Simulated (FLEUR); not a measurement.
Br: equation of state with PBEsol

The system is Br.

```
Br
1.0
     3.36325   -2.32255    0.00000
     3.36325    2.32255    0.00000
     0.00000    0.00000    8.70230
Br
4
Direct
  0.36510 0.63490 0.39010
  0.13490 0.86510 0.89010
  0.63490 0.36510 0.60990
  0.86510 0.13490 0.10990
```

```json
{"Program": "FLEUR MaX-R8.1 (later development tree)", "Task": "equation of state", "Functional": "PBEsol", "Potentials or basis": "all-electron", "Basis": "FLAPW", "Kmax": "5.05 1/bohr", "k mesh": "7 × 7 × 3", "Occupations": "fermi-dirac, width 0.05 eV", "Spin": "no spin polarisation"}
```

The equilibrium volume is 34.13 Å³/atom, the bulk modulus at fixed shape and positions is 27 GPa and the pressure derivative of the bulk modulus is 4.8.

Energy against volume, from the lowest point:
| volume (Å³/atom) | energy (meV/atom) |
| --- | --- |
| 31.949 | 13.29 |
| 32.629 | 6.02 |
| 33.308 | 1.71 |
| 33.988 | 0.00 |
| 34.668 | 0.65 |
| 35.348 | 3.34 |
| 36.028 | 7.91 |

Caveat: the cell was scaled at fixed shape and fractional positions, which overstates the stiffness of a crystal with free parameters, most of all of layers and chains.
